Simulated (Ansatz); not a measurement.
# C3H7Ga: basis-set convergence

One table from this session's results is given with a row withheld; the runs are named, their logs left out.

Program: Ansatz 0.2.0, Gaussian basis. Level of theory: one geometry, several basis sets. These are calculated values, not measurements.

The runs, in order: PBE0-D4/def2-SVP; ωB97M-V/def2-SVP; PBE0-D4/def2-QZVPP; ωB97M-V/def2-QZVPP; the functionals' def2-TZVPP values are taken from earlier runs.

## The geometry

All runs share one geometry, relaxed beforehand with PBE0-D4 in a triple-zeta def2 set.

SMILES `C/C=[CH]\[GaH2]`, 11 atoms, charge 0, spin multiplicity 1.

Atoms are counted from 1 here; the program's logs count them from 0.

Bond lengths: C1–C2 1.488 Å, C1–H5 1.090 Å, C1–H6 1.095 Å, C1–H7 1.095 Å, C2–C3 1.338 Å, C2–H8 1.092 Å, C3–Ga4 1.947 Å, C3–H9 1.089 Å, Ga4–H10 1.571 Å, Ga4–H11 1.571 Å. Angles: C2–C1–H5 112.3°, C2–C1–H6 110.4°, C2–C1–H7 110.4°, H5–C1–H6 108.6°, H5–C1–H7 108.6°, H6–C1–H7 106.3°, C1–C2–C3 127.2°, C1–C2–H8 114.3°, C3–C2–H8 118.5°, C2–C3–Ga4 126.8°, C2–C3–H9 116.0°, Ga4–C3–H9 117.2°, C3–Ga4–H10 122.3°, C3–Ga4–H11 118.5°, H10–Ga4–H11 119.2°.

The first run:

in.yaml reads:

```yaml
crystal:
  periodic: [false, false, false]
  atoms:
    - {symbol: C, position_ang: [-1.167478, 1.014216, 0.074347]}
    - {symbol: C, position_ang: [-0.886115, -0.398461, 0.449272]}
    - {symbol: C, position_ang: [0.256809, -1.071252, 0.268842]}
    - {symbol: Ga, position_ang: [1.894172, -0.395834, -0.540725]}
    - {symbol: H, position_ang: [-0.309256, 1.497982, -0.392863]}
    - {symbol: H, position_ang: [-2.015251, 1.065004, -0.616837]}
    - {symbol: H, position_ang: [-1.456589, 1.593970, 0.957141]}
    - {symbol: H, position_ang: [-1.725707, -0.913847, 0.921283]}
    - {symbol: H, position_ang: [0.262388, -2.104169, 0.613990]}
    - {symbol: H, position_ang: [2.019845, 1.075398, -1.078503]}
    - {symbol: H, position_ang: [3.127192, -1.363008, -0.655956]}
basis:
  gaussian: {orbitals: def2-SVP}
hamiltonian: {xc: pbe0, dispersion: d4}
output: {orbitals: {seedname: orbitals}}
```

Launch:

```sh
> ansatz run in.yaml --threads 4 --pin off --events-out ev --progress --plain --max-ram 10444MiB
```

Among the steps run: PBE0-D4 in def2-SVP; ωB97M-V in def2-SVP; PBE0-D4 in def2-QZVPP; ωB97M-V in def2-QZVPP.

One of the session's tables, all rows but one given; the rest of the session is left out.

It belongs to the step «Functionals by basis». 

```
functional       basis  HOMO (eV)  LUMO (eV)
   PBE0-D4    def2-SVP      -7.58      -1.64
   PBE0-D4  def2-TZVPP          ?          ?
   PBE0-D4  def2-QZVPP      -7.62      -1.71
   ωB97M-V    def2-SVP      -9.76       0.13
   ωB97M-V  def2-TZVPP      -9.81       0.06
   ωB97M-V  def2-QZVPP      -9.81      -0.08
```

Estimate the missing values for PBE0-D4, def2-TZVPP.

As computed: HOMO (eV): -7.61; LUMO (eV): -1.69. In the column «HOMO (eV)» it lies between PBE0-D4, def2-QZVPP (-7.62) and PBE0-D4, def2-SVP (-7.58).
